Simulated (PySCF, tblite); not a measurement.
# C₅H₁₀OSi: geometry, infrared bands and NMR shifts

What infrared bands and NMR shifts should C₅H₁₀OSi (`C[C@@]12C[C@@H]1[C@H]2O[SiH3]`) show?

Computed with tblite 0.8.0 and PySCF 2.14.0, with density-fitted response routines of our own, on a single molecule in the gas phase. Atoms are numbered from 0 throughout.

## 1. The molecule as given

17 atoms, charge 0, multiplicity 1; geometry from: force field or distance geometry start.

Bonds of the start (Å): C0–C1 1.48, C1–C2 1.49, C2–C3 1.47, C3–C4 1.48, C4–O5 1.44, O5–Si6 1.67, C3–C1 1.54, C4–C1 1.50, C0–H7 1.09, C0–H8 1.10, C0–H9 1.11, C2–H10 1.09, C2–H11 1.08, C3–H12 1.09, C4–H13 1.10, Si6–H14 1.49, Si6–H15 1.47, Si6–H16 1.48.

## 2. Optimising the geometry with GFN2-xTB

What the job is given:

```
{"job": {"kind": "relax", "xc": "GFN2-xTB", "basis": "xTB"}, "charge": 0, "multiplicity": 1}
C     -1.964400    -0.619300    -0.463000
C     -1.044900     0.528900    -0.287600
C     -1.196000     1.633900     0.703000
C     -0.228900     0.573200     1.014800
C      0.452800     0.462800    -0.292100
O      1.010500    -0.824500    -0.634000
Si     2.647200    -1.050300    -0.391600
H     -1.792000    -1.084200    -1.429700
H     -1.861000    -1.388800     0.310700
H     -3.013700    -0.265400    -0.443500
H     -2.123600     1.680500     1.279000
H     -0.836600     2.619200     0.436900
H     -0.417500    -0.258000     1.701200
H      0.960400     1.347600    -0.694700
H      2.952500    -0.935700     1.062100
H      3.405500    -0.013500    -1.114400
H      3.042900    -2.394300    -0.873200
```

Run with:

```
$ OMP_NUM_THREADS=1 python probes_run.py task.json out
```

The driver reads the jobs from task.json and runs them one after another.

The program printed:

```text
step      E/eV     max force
  0    -586.79204    1.875
  1    -586.90485    1.107
  2    -586.96687    0.579
  3    -587.00853    0.552
  4    -587.03509    0.530
  5    -587.06563    0.490
  6    -587.11164    0.642
  7    -587.15922    0.645
  8    -587.19469    0.394
  9    -587.21643    0.297
 10    -587.22906    0.290
 11    -587.24221    0.297
 12    -587.25495    0.266
 13    -587.26612    0.263
 14    -587.27536    0.210
 15    -587.28357    0.195
 16    -587.28963    0.151
 17    -587.29369    0.138
 18    -587.29674    0.137
 19    -587.29917    0.139
 20    -587.30122    0.103
 21    -587.30300    0.098
 22    -587.30436    0.100
 23    -587.30555    0.073
 24    -587.30646    0.067
 25    -587.30705    0.055
 26    -587.30745    0.046
 27    -587.30775    0.041
 28    -587.30798    0.037
 29    -587.30816    0.033
 30    -587.30831    0.029
 31    -587.30847    0.031
 32    -587.30863    0.039
 33    -587.30878    0.033
 34    -587.30893    0.038
 35    -587.30910    0.031
 36    -587.30927    0.029
 37    -587.30943    0.033
 38    -587.30957    0.029
 39    -587.30970    0.030
 40    -587.30986    0.024
 41    -587.31000    0.024
 42    -587.31012    0.026
 43    -587.31023    0.027
 44    -587.31037    0.033
 45    -587.31052    0.032
 46    -587.31064    0.024
 47    -587.31075    0.025
 48    -587.31088    0.033
 49    -587.31108    0.042
 50    -587.31136    0.055
 51    -587.31160    0.042
 52    -587.31172    0.021
 53    -587.31177    0.018
 54    -587.31184    0.022
 55    -587.31192    0.029
 56    -587.31200    0.027
 57    -587.31204    0.016
 58    -587.31206    0.013
 59    -587.31208    0.012
 60    -587.31210    0.016
 61    -587.31212    0.016
 62    -587.31215    0.013
 63    -587.31217    0.013
 64    -587.31219    0.014
 65    -587.31222    0.017
 66    -587.31224    0.017
 67    -587.31227    0.013
 68    -587.31229    0.013
 69    -587.31232    0.015
 70    -587.31235    0.019
 71    -587.31240    0.022
 72    -587.31246    0.023
 73    -587.31253    0.028
 74    -587.31263    0.025
 75    -587.31275    0.035
 76    -587.31291    0.041
 77    -587.31313    0.042
 78    -587.31339    0.052
 79    -587.31369    0.053
 80    -587.31407    0.058
 81    -587.31459    0.071
 82    -587.31313    0.269
 83    -587.31567    0.064
 84    -587.31628    0.054
 85    -587.31156    0.416
 86    -587.31771    0.033
 87    -587.31831    0.037
 88    -587.30258    0.622
 89    -587.31897    0.043
 90    -587.31952    0.050
 91    -587.30740    0.596
 92    -587.32061    0.053
 93    -587.32146    0.063
 94    -587.30897    0.639
 95    -587.32289    0.065
 96    -587.32392    0.075
 97    -587.31135    0.662
 98    -587.32577    0.070
 99    -587.32697    0.083
100    -587.32062    0.586
101    -587.32950    0.093
102    -587.33081    0.106
103    -587.33111    0.376
104    -587.33415    0.127
105    -587.33534    0.110
106    -587.33778    0.306
107    -587.34013    0.094
108    -587.34124    0.062
109    -587.34283    0.197
110    -587.34450    0.113
111    -587.34575    0.076
112    -587.34726    0.145
113    -587.34892    0.080
114    -587.34978    0.074
115    -587.35133    0.110
116    -587.35182    0.129
117    -587.35315    0.131
118    -587.35434    0.116
119    -587.35563    0.087
120    -587.35700    0.119
121    -587.35826    0.117
122    -587.35875    0.141
123    -587.36002    0.060
124    -587.36097    0.050
125    -587.36234    0.053
126    -587.36281    0.062
127    -587.36355    0.085
128    -587.36470    0.082
129    -587.36544    0.082
130    -587.36612    0.061
131    -587.36663    0.064
132    -587.36704    0.038
133    -587.36729    0.029
134    -587.36746    0.029
135    -587.36758    0.024
136    -587.36765    0.024
137    -587.36770    0.019
138    -587.36775    0.016
139    -587.36780    0.015
140    -587.36785    0.015
141    -587.36790    0.018
142    -587.36795    0.015
143    -587.36799    0.017
144    -587.36803    0.015
145    -587.36808    0.019
146    -587.36813    0.014
147    -587.36816    0.012
148    -587.36820    0.013
149    -587.36825    0.022
150    -587.36831    0.030
151    -587.36837    0.024
152    -587.36843    0.020
153    -587.36850    0.022
154    -587.36860    0.023
155    -587.36874    0.030
156    -587.36892    0.028
157    -587.36922    0.047
158    -587.36980    0.089
159    -587.37051    0.112
160    -587.36963    0.272
161    -587.37298    0.099
162    -587.37427    0.149
163    -587.37478    0.115
164    -587.37955    0.084
165    -587.37726    0.371
166    -587.38381    0.073
167    -587.38649    0.081
168    -587.39120    0.295
169    -587.39414    0.102
170    -587.39661    0.125
171    -587.39829    0.192
172    -587.40152    0.143
173    -587.40330    0.101
174    -587.40607    0.087
175    -587.40716    0.105
176    -587.40799    0.066
177    -587.40880    0.054
178    -587.40923    0.052
179    -587.40958    0.042
180    -587.40987    0.040
181    -587.41012    0.028
182    -587.41039    0.036
183    -587.41061    0.041
184    -587.41081    0.042
185    -587.41109    0.034
186    -587.41141    0.034
187    -587.41166    0.038
188    -587.41184    0.039
189    -587.41200    0.044
190    -587.41219    0.033
191    -587.41241    0.045
192    -587.41257    0.039
193    -587.41270    0.038
194    -587.41278    0.017
195    -587.41282    0.014
196    -587.41285    0.014
197    -587.41288    0.016
198    -587.41291    0.016
199    -587.41294    0.014
200    -587.41297    0.013
201    -587.41301    0.015
202    -587.41308    0.020
203    -587.41319    0.026
204    -587.41333    0.029
205    -587.41349    0.029
206    -587.41368    0.032
207    -587.41388    0.036
208    -587.41405    0.033
209    -587.41416    0.025
210    -587.41422    0.018
211    -587.41427    0.023
212    -587.41432    0.023
213    -587.41438    0.013
214    -587.41442    0.013
215    -587.41443    0.010
```

Wall time 2.7 s (1 thread of Intel Xeon at 2.70GHz, shared host).

Relaxation path: (not every step is listed) (the energy doesn't fall at every step)

```
step  energy from step 0 (eV)  largest force (eV/Å)
   0                   0.0000                1.8751
   1                  -0.1128                1.1068
   2                  -0.1748                0.5788
   3                  -0.2165                0.5523
   4                  -0.2430                0.5296
   5                  -0.2736                0.4903
   6                  -0.3196                0.6415
   7                  -0.3672                0.6447
   8                  -0.4026                0.3936
  28                  -0.5159                0.0369
  48                  -0.5188                0.0327
  68                  -0.5202                0.0134
  88                  -0.5105                0.6221
 108                  -0.5492                0.0620
 128                  -0.5727                0.0824
 148                  -0.5762                0.0134
 168                  -0.5992                0.2946
 188                  -0.6198                0.0386
 208                  -0.6220                0.0328
 210                  -0.6222                0.0181
 211                  -0.6222                0.0226
 212                  -0.6223                0.0228
 213                  -0.6223                0.0127
 214                  -0.6224                0.0130
 215                  -0.6224                0.0101
```

Close pairs (by a distance rule), those that changed most:

```csv
bond,before (Å),after (Å),change (Å)
C4–O5,1.444,1.374,-0.070
O5–Si6,1.670,1.619,-0.051
C1–C3,1.538,1.495,-0.043
Si6–H16,1.482,1.453,-0.029
C2–C3,1.469,1.497,+0.028
C3–H12,1.094,1.068,-0.027
Si6–H14,1.490,1.468,-0.022
C3–C4,1.478,1.496,+0.018
```

The end geometry stands in the next job.

## 3. Harmonic vibrations with GFN2-xTB

What the job is given:

```
{"job": {"kind": "ir", "xc": "GFN2-xTB", "basis": "xTB"}, "charge": 0, "multiplicity": 1}
C     -1.650729    -0.875864    -0.273055
C     -0.902719     0.403305    -0.163461
C     -1.223172     1.696204     0.519614
C      0.079524     1.008937     0.786395
C      0.456103     0.815151    -0.648810
O      1.365018    -0.146529    -1.017658
Si     2.187437    -1.251517    -0.167162
H     -2.448550    -0.786698    -1.010874
H     -0.977345    -1.670763    -0.588343
H     -2.096206    -1.149729     0.683393
H     -1.970365     1.666146     1.302191
H     -1.223245     2.620362    -0.049419
H      0.558052     0.693176     1.687250
H      0.555171     1.687549    -1.296639
H      1.317206    -2.140761     0.611762
H      3.118020    -0.618955     0.772439
H      2.848802    -1.937987    -1.263779
```

The program printed:

```text
mode    cm-1     km/mol
  1      77.1      0.59
  2     100.3      0.24
  3     122.5      0.15
  4     142.2      0.23
  5     218.1      1.23
  6     291.0      2.03
  7     323.7      0.62
  8     416.6      0.14
  9     522.4      8.65
 10     608.8     69.79
 11     663.3     82.89
 12     732.6     15.77
 13     745.4     22.41
 14     752.7    211.56
 15     805.1     75.03
 16     816.0    237.36
 17     847.8    274.66
 18     870.1      6.83
 19     896.9     60.85
 20     946.1      7.94
 21     987.2     20.57
 22    1032.1     13.30
 23    1041.6      3.32
 24    1068.0      2.88
 25    1088.6      0.80
 26    1124.6      2.24
 27    1165.7    118.68
 28    1207.2    131.35
 29    1282.7     12.00
 30    1342.6     58.28
 31    1402.4      3.90
 32    1457.5      7.90
 33    1475.4      3.87
 34    1487.4      3.96
 35    1555.5     11.04
 36    2199.5    397.77
 37    2239.2    203.78
 38    2349.2    271.81
 39    2923.4     62.59
 40    2994.7     26.04
 41    3005.5     41.74
 42    3006.5     46.91
 43    3029.0     19.76
 44    3064.4     37.24
 45    3182.4     22.47
```

Wall time 1.1 s (1 thread of Intel Xeon at 2.70GHz, shared host).

The strongest bands and the atoms that carry them (share of the mass-weighted mode):

| cm⁻¹ | km/mol | atoms |
| --- | --- | --- |
| 753 | 211.6 | H16 51 %, H14 17 %, H15 15 % |
| 816 | 237.4 | H14 21 %, H15 16 %, H12 15 %, Si6 15 % |
| 848 | 274.7 | H14 44 %, H15 39 % |
| 1166 | 118.7 | C3 28 %, O5 17 %, C4 16 % |
| 1207 | 131.3 | C1 18 %, O5 18 %, C4 16 %, C3 13 % |
| 2200 | 397.8 | H14 71 %, H15 25 % |
| 2239 | 203.8 | H15 71 %, H14 26 % |
| 2349 | 271.8 | H16 97 % |

## 4. Shielding tensors: PBE0/pcSseg-1

The job, as its differences from that of step 3:

```diff
@@ -1,2 +1,2 @@
-{"job": {"kind": "ir", "xc": "GFN2-xTB", "basis": "xTB"}, "charge": 0, "multiplicity": 1}
+{"job": {"kind": "nmr", "xc": "PBE0", "basis": "pcSseg-1"}, "charge": 0, "multiplicity": 1}
 C     -1.650729    -0.875864    -0.273055
```

Level: GIAO PBE0/pcSseg-1 NMR shielding, non-relativistic, gas phase.

The program printed:

```text
coarse grid: 14344 points
cycle   1  E = -560.5853749885  dE =  1.174e+00  |g| = 6.598e-01  |ddm| = 3.726e+00
cycle   2  E = -560.4941000416  dE =  9.127e-02  |g| = 9.712e-01  |ddm| = 1.410e+00
cycle   3  E = -560.6669499347  dE = -1.728e-01  |g| = 1.064e-01  |ddm| = 9.782e-01
cycle   4  E = -560.6689914067  dE = -2.041e-03  |g| = 3.866e-02  |ddm| = 1.310e-01
cycle   5  E = -560.6693440053  dE = -3.526e-04  |g| = 7.317e-03  |ddm| = 4.150e-02
cycle   6  E = -560.6693546901  dE = -1.068e-05  |g| = 2.225e-03  |ddm| = 8.740e-03
cycle   7  E = -560.6693557931  dE = -1.103e-06  |g| = 3.304e-04  |ddm| = 1.863e-03
final grid: 132896 points
cycle   8  E = -560.7211949054  dE = -3.675e-05  |g| = 1.006e-02  |ddm| = 3.463e-02
cycle   9  E = -560.7211763138  dE =  1.859e-05  |g| = 1.415e-02  |ddm| = 2.040e-02
cycle  10  E = -560.7212160717  dE = -3.976e-05  |g| = 1.511e-03  |ddm| = 1.250e-02
cycle  11  E = -560.7212165444  dE = -4.727e-07  |g| = 1.495e-04  |ddm| = 1.426e-03
cycle  12  E = -560.7212165482  dE = -3.756e-09  |g| = 7.274e-05  |ddm| = 2.575e-04
cycle  13  E = -560.7212165493  dE = -1.093e-09  |g| = 1.937e-05  |ddm| = 7.893e-05
cycle  14  E = -560.7212165494  dE = -8.731e-11  |g| = 4.007e-06  |ddm| = 2.334e-05
converged SCF energy = -560.7212165494

GIAO shielding tensors (ppm)
atom      isotropic    diamagn.    paramagn.     s11        s22        s33       span
  0 C      177.716     245.888     -68.172    165.694    177.124    190.330     24.636
  1 C      176.244     255.820     -79.576    133.728    194.112    200.894     67.166
  2 C      167.718     256.688     -88.971    151.172    159.812    192.169     40.997
  3 C      179.423     256.527     -77.104    141.248    197.251    199.769     58.521
  4 C      117.196     245.426    -128.230     87.406     91.922    172.261     84.855
  5 O      309.540     396.050     -86.510    270.253    315.358    343.009     72.756
  6 Si     394.242     880.359    -486.118    349.479    361.673    471.573    122.094
  7 H       29.672      28.083       1.589     24.252     26.778     37.986     13.734
  8 H       29.985      31.047      -1.062     24.188     29.471     36.294     12.106
  9 H       30.461      29.661       0.799     25.128     27.960     38.294     13.166
 10 H       30.835      32.023      -1.188     25.216     26.951     40.339     15.123
 11 H       31.835      31.270       0.565     25.230     28.608     41.669     16.439
 12 H       30.200      34.339      -4.139     24.263     28.967     37.371     13.108
 13 H       28.979      30.634      -1.655     21.664     29.286     35.988     14.324
 14 H       26.860      31.009      -4.149     22.941     26.394     31.245      8.304
 15 H       26.884      29.729      -2.844     23.516     24.771     32.365      8.848
 16 H       26.981      29.235      -2.253     23.161     24.821     32.962      9.801
```

Run time: 47 s. Hardware: 1 thread of Intel Xeon at 2.70GHz, shared host; peak memory 0.81 GiB.

The references, computed at this level on geometries of the same kind, shield at (ppm): 1H TMS 31.72, 13C TMS 186.9, 29Si TMS 349.2, 17O H2O 336.1. Their shielding less the atom's gives the shift. The references are single molecules in the gas phase, so shifts against H2O, NH3, PH3, H3PO4 or CFCl3 are not on the usual liquid scales and can be off by tens of ppm. Atoms listed in one row are averaged.

| atoms | environment | σ (ppm) | δ (ppm) | δ scaled to CDCl3 |
| --- | --- | --- | --- | --- |
| C4 | three-membered-ring carbon | 117.2 | 69.7 | 66.1 |
| C2 | three-membered-ring carbon | 167.7 | 19.2 | 16.8 |
| C1 | three-membered-ring carbon | 176.2 | 10.7 | 8.5 |
| C0 | methyl carbon | 177.7 | 9.2 | 7.1 |
| C3 | three-membered-ring carbon | 179.4 | 7.5 | 5.4 |
| H14, H15, H16 | hydrogen on a silicon bonded to O | 26.91 | 4.81 | – |
| H13 | hydrogen on a three-membered-ring carbon | 28.98 | 2.74 | 2.69 |
| H7, H8, H9 | hydrogen on a methyl carbon | 30.04 | 1.68 | 1.69 |
| H12 | hydrogen on a three-membered-ring carbon | 30.20 | 1.52 | 1.54 |
| H10 | hydrogen on a three-membered-ring carbon | 30.84 | 0.88 | 0.94 |
| H11 | hydrogen on a three-membered-ring carbon | 31.84 | -0.12 | -0.01 |
| O5 | oxygen bonded to C, Si | 309.5 | 26.5 | – |
| Si6 | silicon bonded to O, 3 H | 394.2 | -45.1 | – |

The scaled column applies a straight-line fit of computed shieldings to shifts measured in CDCl3 (root-mean-square error 0.16 ppm for H, 1.9 ppm for C).

Charges from the same density, by scheme (e):

```
atoms  Mulliken    IAO  Hirshfeld  ESP fit
   C0     -0.14  -0.42      -0.11    -0.48
   C1     -0.38   0.00       0.00     0.24
   C2     -0.08  -0.28      -0.08    -0.50
   C3     -0.20  -0.20      -0.07    -0.13
   C4      0.27   0.09       0.04    -0.03
   O5     -0.62  -0.62      -0.21    -0.38
  Si6      0.68   0.86       0.38     0.61
```

Mayer bond orders: C0–C1 1.06, C1–C2 0.99, C2–C3 0.96, C3–C4 0.96, C4–O5 0.90, O5–Si6 0.95, C3–C1 0.78, C4–C1 0.95.

Ring of atoms C1, C2, C3: NICS(0) -47.2, NICS(1) -12.0, NICS(1)zz -22.2 ppm (means of both faces; NICS(1) differs between them: -16.4 and -7.7).

In rings of three or four atoms NICS is ruled by the nearby σ bonds, so it says little on aromaticity.

Ring of atoms C1, C3, C4: NICS(0) -44.6, NICS(1) -12.0, NICS(1)zz -21.0 ppm (means of both faces; NICS(1) differs between them: -16.8 and -7.2).

The two faces differ (NICS(1)zz -18.1 and -23.9 ppm).

In rings of three or four atoms NICS is ruled by the nearby σ bonds, so it says little on aromaticity.

## 5. Results

```
                                                              quantity                                    value
                             strongest single infrared mode (GFN2-xTB)                    2200 cm⁻¹, 398 km/mol
                                          zero-point energy (GFN2-xTB)                            82.4 kcal/mol
                                13C shifts against TMS (PBE0/pcSseg-1)           69.7, 19.2, 10.7, 9.2, 7.5 ppm
1H shifts against TMS (PBE0/pcSseg-1, means over atoms taken as alike)  4.81, 2.74, 1.68, 1.52, 0.88, -0.12 ppm
                                17O shifts against H2O (PBE0/pcSseg-1)                                 26.5 ppm
                               29Si shifts against TMS (PBE0/pcSseg-1)                                -45.1 ppm
```

**Reading.** Relaxing lowered the energy by 0.622 eV in 215 steps; the close pair that moved most is C4–O5, from 1.444 to 1.374 Å. All 45 modes are real, so the xTB geometry is a minimum. The strongest single mode, at 2200 cm⁻¹, moves mainly H14. GFN2-xTB is a fitted tight-binding method: band positions and strengths are rough. Its intensities can rank the bands wrongly. At PBE0/pcSseg-1: The largest span, 122 ppm, is at Si6, where the paramagnetic term is -486 ppm.
